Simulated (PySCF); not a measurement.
**C2H6Cl2Si: electronic excitations at several levels of theory**

Aim: compute the electronic excitations of C2H6Cl2Si (`ClC[SiH2]CCl`) at several levels, and see how far they spread and what each costs.

Computed with PySCF 2.14.0, with density-fitted response routines of our own, on a single molecule in the gas phase. Atoms count from 0, in the outputs and in this text.

## 1. The starting structure

11 atoms, charge 0, multiplicity 1; geometry from: GFN2-xTB. The atoms were then displaced at random by about 0.01 Å, so the start is not that level's minimum.

Bonds of the start (Å): Cl0–C1 1.81, C1–Si2 1.91, Si2–C3 1.96, C3–Cl4 1.76, C1–H5 1.09, C1–H6 1.07, Si2–H7 1.47, Si2–H8 1.43, C3–H9 1.10, C3–H10 1.09.

## 2. Optimising the geometry at PBE0-D3(BJ)/def2-SVP

What the job is given:

```
{"job": {"xc": "PBE0", "basis": "def2-SVP", "d3": "d3bj", "grid": 1, "shake": 0.01, "kind": "geom"}, "charge": 0, "multiplicity": 1}
Cl    -1.364300    -2.092800     0.014740
C     -1.558710    -0.332090     0.379010
Si    -0.163330     0.617680    -0.507410
C      1.539580    -0.085740     0.148410
Cl     2.843090     0.807990    -0.620690
H     -1.534820    -0.231040     1.461880
H     -2.527710    -0.030680     0.032360
H     -0.235850     2.041240    -0.145990
H     -0.231020     0.396240    -1.919540
H      1.628450     0.021650     1.237410
H      1.642720    -1.138280    -0.095850
```

On the command line:

```
$ OMP_NUM_THREADS=1 python probes_run.py task.json out
```

This one command runs all jobs of the session in turn.

The log of the run:

```text
step   0  E = -1288.75890906  max force = 0.034236
step   1  E = -1288.76225394  max force = 0.006201
step   2  E = -1288.76289445  max force = 0.003162
step   3  E = -1288.76300212  max force = 0.001274
step   4  E = -1288.76303123  max force = 0.000739
step   5  E = -1288.76305310  max force = 0.000522
step   6  E = -1288.76306431  max force = 0.000649
step   7  E = -1288.76307731  max force = 0.000663
step   8  E = -1288.76308668  max force = 0.000497
step   9  E = -1288.76309093  max force = 0.000150
optimisation converged
```

It took 31 s on 1 thread of Intel Xeon 6975P-C, shared host; peak memory 0.46 GiB.

Relaxation path:

```
step  energy from step 0 (eV)  largest force component (eV/Å)
   0                   0.0000                          1.7605
   1                  -0.0910                          0.3189
   2                  -0.1084                          0.1626
   3                  -0.1114                          0.0655
   4                  -0.1122                          0.0380
   5                  -0.1128                          0.0268
   6                  -0.1131                          0.0334
   7                  -0.1134                          0.0341
   8                  -0.1137                          0.0256
   9                  -0.1138                          0.0077
```

Close pairs (by a distance rule), those that changed most:

```
  bond  before (Å)  after (Å)  change (Å)
Si2–C3       1.956      1.889      -0.067
Si2–H8       1.431      1.489      +0.058
C3–Cl4       1.758      1.791      +0.033
 C1–H6       1.072      1.100      +0.027
Si2–H7       1.471      1.494      +0.023
Cl0–C1       1.808      1.794      -0.014
C3–H10       1.085      1.099      +0.014
 C1–H5       1.088      1.100      +0.012
```

The end geometry stands in the next job.

```
                         at the end point                value
  point group (found at 0.08 Å tolerance)                   C1
rotational constants (GHz, main isotopes)  5.720, 0.938, 0.844
                        dipole moment (D)                 2.02
```

## 3. Excited states and response: PBE0/def2-TZVP

What the job is given:

```
{"job": {"kind": "uv", "xc": "PBE0", "basis": "def2-TZVP"}, "charge": 0, "multiplicity": 1}
Cl    -1.718762    -1.781598     0.010976
C     -1.571596    -0.022263     0.332025
Si     0.016969     0.632735    -0.467998
C      1.481751    -0.365621     0.183544
Cl     2.991732     0.237852    -0.566113
H     -1.569611     0.119511     1.423132
H     -2.469669     0.470300    -0.068547
H      0.185460     2.071649    -0.104461
H     -0.071865     0.482564    -1.947100
H      1.584743    -0.277160     1.275203
H      1.372682    -1.431383    -0.062238
```

Level: TDDFT PBE0/def2-TZVP, vertical, gas phase, core orbitals frozen in the response.

The log of the run:

```text
coarse grid: 10768 points
cycle   1  E = -1289.2476610243  dE =  1.801e-01  |g| = 2.601e-01  |ddm| = 2.397e+00
cycle   2  E = -1289.2553407895  dE = -7.680e-03  |g| = 2.059e-01  |ddm| = 5.013e-01
cycle   3  E = -1289.2654641553  dE = -1.012e-02  |g| = 4.853e-02  |ddm| = 2.411e-01
cycle   4  E = -1289.2658413460  dE = -3.772e-04  |g| = 2.296e-02  |ddm| = 4.316e-02
cycle   5  E = -1289.2659704767  dE = -1.291e-04  |g| = 3.575e-03  |ddm| = 1.630e-02
cycle   6  E = -1289.2659735620  dE = -3.085e-06  |g| = 1.063e-03  |ddm| = 3.018e-03
final grid: 90072 points
cycle   7  E = -1289.2621574220  dE = -3.075e-05  |g| = 6.895e-03  |ddm| = 2.913e-02
cycle   8  E = -1289.2621526864  dE =  4.736e-06  |g| = 7.808e-03  |ddm| = 9.723e-03
cycle   9  E = -1289.2621670316  dE = -1.435e-05  |g| = 1.306e-03  |ddm| = 5.475e-03
cycle  10  E = -1289.2621674154  dE = -3.838e-07  |g| = 1.511e-04  |ddm| = 1.066e-03
cycle  11  E = -1289.2621674215  dE = -6.047e-09  |g| = 3.900e-05  |ddm| = 1.705e-04
cycle  12  E = -1289.2621674219  dE = -3.997e-10  |g| = 6.852e-06  |ddm| = 3.510e-05
converged SCF energy = -1289.2621674219

Static polarisability (au): isotropic 73.590, principal 60.241 70.820 89.707

Singlet excitations
state   eV       nm        f      main configurations
  1   6.6004    187.8   0.02025   H->L 0.70, H-1->L 0.19
  2   6.6681    185.9   0.02370   H->L+1 0.79
  3   7.0629    175.5   0.00403   H-3->L 0.46, H-1->L 0.19, H-2->L 0.18
  4   7.1040    174.5   0.00274   H-2->L+1 0.55, H-1->L+1 0.27
  5   7.2244    171.6   0.01048   H-1->L 0.39, H-3->L 0.27, H->L 0.16
  6   7.4040    167.5   0.00096   H-1->L+1 0.53, H-2->L+1 0.25, H->L+1 0.10
  7   7.6150    162.8   0.00152   H-2->L 0.57, H->L+2 0.12, H-3->L 0.11
  8   7.7147    160.7   0.00670   H->L+2 0.76, H-2->L 0.11
  9   7.8424    158.1   0.00045   H-3->L+1 0.82
 10   8.0285    154.4   0.01642   H->L+3 0.57, H-1->L+2 0.29

Triplet excitations (Tamm-Dancoff, eV): 5.8724 5.9297 6.3369 6.3437
```

Run time: 18 s. Hardware: 1 thread of Intel Xeon 6975P-C, shared host; peak memory 0.83 GiB.

The orbitals next to the gap, with their largest atomic shares:

```
orbital     eV                        atoms
 HOMO−3  -8.81   Cl0 74 %, Cl4 10 %, C1 8 %
 HOMO−2  -8.61   Cl4 65 %, Cl0 15 %, C3 7 %
 HOMO−1  -8.44  Cl0 38 %, Cl4 30 %, Si2 9 %
   HOMO  -8.01  Cl4 42 %, Cl0 20 %, C3 12 %
   LUMO  -0.05  Si2 32 %, Cl0 28 %, C1 24 %
 LUMO+1   0.17  Cl4 29 %, C3 24 %, Si2 21 %
 LUMO+2   0.88   Si2 49 %, C1 12 %, C3 11 %
```

With each of the 10 states as a Gaussian band of 0.4 eV half-width at 1/e, the curve within the window shown has maxima at 186 nm (ε 1,900), 157 nm (ε 910) L/(mol cm). Beyond the last state computed it falls off for lack of states. The curve at chosen wavelengths:

(nm, ε (L/mol/cm)): (149, 412), (151, 602), (154, 832), (156, 902), (158, 904), (160, 865), (163, 801), (165, 792), (167, 819), (170, 919), (172, 1018), (174, 1139), (176, 1286), (179, 1541), (181, 1709), (183, 1843), (185, 1912), (188, 1855), (190, 1710), (192, 1500), (195, 1126), (197, 878), (199, 656), (201, 470), (204, 265), (206, 173)

Further results of this job:

```
           property  computed
  dipole moment (D)      2.05
polarisability (Å³)     10.90
 HOMO–LUMO gap (eV)      7.97
      −ε(HOMO) (eV)      8.01
```

## 4. Excited states and response: PBE0/aug-cc-pVDZ

The job, as its differences from that of step 3:

```diff
@@ -1,2 +1,2 @@
-{"job": {"kind": "uv", "xc": "PBE0", "basis": "def2-TZVP"}, "charge": 0, "multiplicity": 1}
+{"job": {"kind": "uv", "xc": "PBE0", "basis": "aug-cc-pVDZ"}, "charge": 0, "multiplicity": 1}
 Cl    -1.718762    -1.781598     0.010976
```

Level: TDDFT PBE0/aug-cc-pVDZ, vertical, gas phase, core orbitals frozen in the response.

The log of the run:

```text
coarse grid: 10768 points
cycle   1  E = -1289.1736162772  dE =  2.299e-01  |g| = 2.283e-01  |ddm| = 6.362e+00
cycle   2  E = -1289.1796800099  dE = -6.064e-03  |g| = 1.906e-01  |ddm| = 1.093e+00
cycle   3  E = -1289.1903667785  dE = -1.069e-02  |g| = 4.221e-02  |ddm| = 4.715e-01
cycle   4  E = -1289.1907780596  dE = -4.113e-04  |g| = 1.820e-02  |ddm| = 9.934e-02
cycle   5  E = -1289.1908636142  dE = -8.555e-05  |g| = 2.760e-03  |ddm| = 3.722e-02
cycle   6  E = -1289.1908658263  dE = -2.212e-06  |g| = 5.149e-04  |ddm| = 6.251e-03
final grid: 90072 points
cycle   7  E = -1289.2148419339  dE = -1.114e-05  |g| = 6.110e-03  |ddm| = 7.979e-02
cycle   8  E = -1289.2148352405  dE =  6.693e-06  |g| = 7.928e-03  |ddm| = 2.550e-02
cycle   9  E = -1289.2148516862  dE = -1.645e-05  |g| = 7.956e-04  |ddm| = 1.356e-02
cycle  10  E = -1289.2148518765  dE = -1.903e-07  |g| = 7.631e-05  |ddm| = 1.708e-03
cycle  11  E = -1289.2148518781  dE = -1.648e-09  |g| = 2.471e-05  |ddm| = 2.245e-04
cycle  12  E = -1289.2148518783  dE = -1.855e-10  |g| = 3.365e-06  |ddm| = 7.130e-05
converged SCF energy = -1289.2148518783

Static polarisability (au): isotropic 80.812, principal 67.305 77.351 97.781

Singlet excitations
state   eV       nm        f      main configurations
  1   6.4523    192.2   0.02634   H->L 0.81
  2   6.5262    190.0   0.00727   H->L+1 0.66, H-1->L 0.12, H->L+2 0.09
  3   6.8979    179.7   0.00379   H-1->L 0.49, H->L+1 0.21, H->L+2 0.09
  4   6.9526    178.3   0.00703   H-1->L+1 0.32, H-2->L 0.27, H-3->L+1 0.08
  5   7.0227    176.5   0.00488   H-3->L 0.25, H-2->L+1 0.21, H->L+2 0.16
  6   7.0504    175.9   0.00525   H-1->L+1 0.30, H-2->L 0.20
  7   7.2057    172.1   0.02165   H->L+2 0.44, H-1->L 0.25
  8   7.3706    168.2   0.00540   H-3->L+1 0.32, H-3->L 0.29, H->L+3 0.15
  9   7.3873    167.8   0.00500   H-2->L+1 0.41, H-3->L 0.15, H-1->L+1 0.10
 10   7.4815    165.7   0.00334   H->L+3 0.49, H-3->L+1 0.20, H-2->L+1 0.11

Triplet excitations (Tamm-Dancoff, eV): 5.8655 5.9138 6.3369 6.3424
```

It took 14 s on 1 thread of Intel Xeon 6975P-C, shared host; peak memory 0.77 GiB.

This run: HOMO -8.06 eV, LUMO -0.44 eV; lowest singlet 6.45 eV.

## 5. Excited states and response: PBE0/def2-TZVPD

The job, as its differences from that of step 4:

```diff
@@ -1,2 +1,2 @@
-{"job": {"kind": "uv", "xc": "PBE0", "basis": "aug-cc-pVDZ"}, "charge": 0, "multiplicity": 1}
+{"job": {"kind": "uv", "xc": "PBE0", "basis": "def2-TZVPD"}, "charge": 0, "multiplicity": 1}
 Cl    -1.718762    -1.781598     0.010976
```

Method: TDDFT PBE0/def2-TZVPD, vertical, gas phase, core orbitals frozen in the response.

The log of the run:

```text
coarse grid: 10768 points
cycle   1  E = -1289.2498202834  dE =  1.813e-01  |g| = 2.590e-01  |ddm| = 2.618e+00
cycle   2  E = -1289.2571354878  dE = -7.315e-03  |g| = 2.064e-01  |ddm| = 5.757e-01
cycle   3  E = -1289.2674360451  dE = -1.030e-02  |g| = 4.956e-02  |ddm| = 2.374e-01
cycle   4  E = -1289.2678346768  dE = -3.986e-04  |g| = 2.269e-02  |ddm| = 4.608e-02
cycle   5  E = -1289.2679601360  dE = -1.255e-04  |g| = 3.738e-03  |ddm| = 1.905e-02
cycle   6  E = -1289.2679635056  dE = -3.370e-06  |g| = 1.087e-03  |ddm| = 3.812e-03
final grid: 90072 points
cycle   7  E = -1289.2641506222  dE = -3.234e-05  |g| = 6.940e-03  |ddm| = 1.118e-01
cycle   8  E = -1289.2641457440  dE =  4.878e-06  |g| = 7.884e-03  |ddm| = 1.075e-02
cycle   9  E = -1289.2641604016  dE = -1.466e-05  |g| = 1.302e-03  |ddm| = 5.963e-03
cycle  10  E = -1289.2641607840  dE = -3.824e-07  |g| = 1.584e-04  |ddm| = 1.129e-03
cycle  11  E = -1289.2641607906  dE = -6.640e-09  |g| = 4.088e-05  |ddm| = 2.002e-04
cycle  12  E = -1289.2641607911  dE = -4.325e-10  |g| = 7.216e-06  |ddm| = 4.893e-05
converged SCF energy = -1289.2641607911

Static polarisability (au): isotropic 81.686, principal 68.328 78.278 98.453

Singlet excitations
state   eV       nm        f      main configurations
  1   6.4088    193.5   0.02652   H->L 0.78, H-1->L 0.09
  2   6.4666    191.7   0.00916   H->L+1 0.74, H-1->L 0.12
  3   6.8805    180.2   0.00277   H-1->L 0.29, H-3->L 0.28, H-2->L 0.09
  4   6.9048    179.6   0.00512   H-1->L+1 0.29, H-2->L+1 0.21, H-2->L 0.21
  5   7.0117    176.8   0.00198   H-3->L 0.30, H-1->L 0.20, H->L+2 0.15
  6   7.0627    175.5   0.00809   H-1->L+1 0.42, H-2->L+1 0.21, H->L+3 0.10
  7   7.2889    170.1   0.01785   H->L+2 0.69, H-1->L 0.18
  8   7.4158    167.2   0.00522   H-2->L 0.44, H-2->L+1 0.16, H-3->L 0.10
  9   7.4574    166.3   0.00469   H-3->L+1 0.53, H-3->L 0.19, H-2->L+1 0.10
 10   7.5663    163.9   0.00210   H->L+3 0.56, H-3->L+1 0.15, H-1->L+1 0.09

Triplet excitations (Tamm-Dancoff, eV): 5.7591 5.8087 6.2201 6.2250
```

Wall time 26 s (1 thread of Intel Xeon 6975P-C, shared host); peak memory 0.93 GiB.

In short: HOMO -8.06 eV, LUMO -0.37 eV; lowest singlet 6.41 eV.

## 6. Ultraviolet spectrum: PBE0/6-31+G*

The job, as its differences from that of step 5:

```diff
@@ -1,2 +1,2 @@
-{"job": {"kind": "uv", "xc": "PBE0", "basis": "def2-TZVPD"}, "charge": 0, "multiplicity": 1}
+{"job": {"kind": "uv", "xc": "PBE0", "basis": "6-31+G*"}, "charge": 0, "multiplicity": 1}
 Cl    -1.718762    -1.781598     0.010976
```

Method: TDDFT PBE0/6-31+G*, vertical, gas phase, core orbitals frozen in the response.

The log of the run:

```text
coarse grid: 10768 points
cycle   1  E = -1289.1753053244  dE =  2.120e-01  |g| = 2.323e-01  |ddm| = 3.038e+00
cycle   2  E = -1289.1829310948  dE = -7.626e-03  |g| = 1.837e-01  |ddm| = 8.902e-01
cycle   3  E = -1289.1933052321  dE = -1.037e-02  |g| = 3.909e-02  |ddm| = 4.396e-01
cycle   4  E = -1289.1936615585  dE = -3.563e-04  |g| = 1.643e-02  |ddm| = 6.238e-02
cycle   5  E = -1289.1937307094  dE = -6.915e-05  |g| = 2.870e-03  |ddm| = 2.055e-02
cycle   6  E = -1289.1937329924  dE = -2.283e-06  |g| = 3.632e-04  |ddm| = 5.305e-03
final grid: 90072 points
cycle   7  E = -1289.1389404702  dE = -9.573e-06  |g| = 6.061e-03  |ddm| = 2.682e-02
cycle   8  E = -1289.1389349404  dE =  5.530e-06  |g| = 7.673e-03  |ddm| = 1.320e-02
cycle   9  E = -1289.1389503262  dE = -1.539e-05  |g| = 6.912e-04  |ddm| = 8.425e-03
cycle  10  E = -1289.1389504734  dE = -1.472e-07  |g| = 6.971e-05  |ddm| = 1.494e-03
cycle  11  E = -1289.1389504747  dE = -1.297e-09  |g| = 1.963e-05  |ddm| = 1.267e-04
cycle  12  E = -1289.1389504748  dE = -1.157e-10  |g| = 3.136e-06  |ddm| = 3.914e-05
converged SCF energy = -1289.1389504748

Static polarisability (au): isotropic 69.829, principal 57.903 66.785 84.800

Singlet excitations
state   eV       nm        f      main configurations
  1   6.4915    191.0   0.02434   H->L 0.84
  2   6.5584    189.0   0.00646   H->L+1 0.71, H-1->L 0.14
  3   6.9408    178.6   0.00223   H-1->L 0.50, H->L+1 0.14, H-2->L+1 0.11
  4   6.9702    177.9   0.00420   H-2->L 0.35, H-1->L+1 0.25, H-3->L+1 0.10
  5   7.0600    175.6   0.00174   H-3->L 0.28, H-2->L+1 0.21, H->L+2 0.12
  6   7.0987    174.7   0.00799   H-1->L+1 0.44, H-2->L 0.12, H-2->L+1 0.09
  7   7.3274    169.2   0.01589   H->L+2 0.60, H-1->L 0.19
  8   7.4307    166.9   0.00499   H-2->L+1 0.36, H-2->L 0.24, H-3->L 0.11
  9   7.4370    166.7   0.00616   H-3->L+1 0.49, H-3->L 0.32
 10   7.6138    162.8   0.00345   H->L+3 0.59, H-1->L+1 0.10, H-3->L+1 0.08

Triplet excitations (Tamm-Dancoff, eV): 5.8637 5.9038 6.3110 6.3222
```

It took 7.6 s on 1 thread of Intel Xeon 6975P-C, shared host; peak memory 0.58 GiB.

In short: HOMO -8.09 eV, LUMO -0.39 eV; lowest singlet 6.49 eV.

## 7. Comparing the runs: electronic excitations

Excitations and ground-state properties, with basis size and wall time:

```
             run  lowest singlet (eV)  brightest (eV)      f  gap (eV)  α (Å³)  μ (D)  functions   time
  PBE0/def2-TZVP                 6.60            6.67  0.024      7.97   10.90   2.05        209   18 s
PBE0/aug-cc-pVDZ                 6.45            6.45  0.026      7.62   11.98   2.10        181   14 s
 PBE0/def2-TZVPD                 6.41            6.41  0.027      7.69   12.10   2.07        263   26 s
    PBE0/6-31+G*                 6.49            6.49  0.024      7.70   10.35   2.25        114  7.6 s
```

## 8. What came out

| quantity | value |
| --- | --- |
| point group | C1 |
| rotational constants (main isotopes) | 5.72, 0.94, 0.84 GHz |
| lowest singlet (PBE0/def2-TZVP) | 6.60 eV (188 nm), f = 0.020 |
| brightest single state of those computed | state 2, 6.67 eV, f = 0.024 |
| lowest triplet | 5.87 eV |
| range of the lowest singlet | 6.41 to 6.60 eV |

What this shows: Single values in the summary come from the first sound run of each kind (PBE0/def2-TZVP), which need not be the best level. The start of the PBE0/def2-SVP relaxation was shaken at random by about 0.01 Å, so part of the energy gained, and of the first lengths quoted, undoes that. The optimisation took 9 steps and gained 0.114 eV; among the close pairs (by a distance rule), Si2–C3 changed most, from 1.956 to 1.889 Å. No frequency check was run at this level, so the end point may be a saddle. The lowest singlet, at 6.60 eV, is HOMO→LUMO 0.70, HOMO−1→LUMO 0.19 and is weak; of the 10 states computed, the strongest absorption comes from state 2 at 6.67 eV. The lowest triplet lies 0.73 eV below the lowest singlet (triplets in Tamm-Dancoff, singlets in full TDDFT). The basis of PBE0/def2-TZVP has no diffuse functions, so Rydberg states are missing and the high states are unreliable. The lowest singlet runs from 6.41 eV (PBE0/def2-TZVPD) to 6.60 eV (PBE0/def2-TZVP), while the orbital gap spans 7.62 to 7.97 eV. The lowest state need not be the same one in every run.
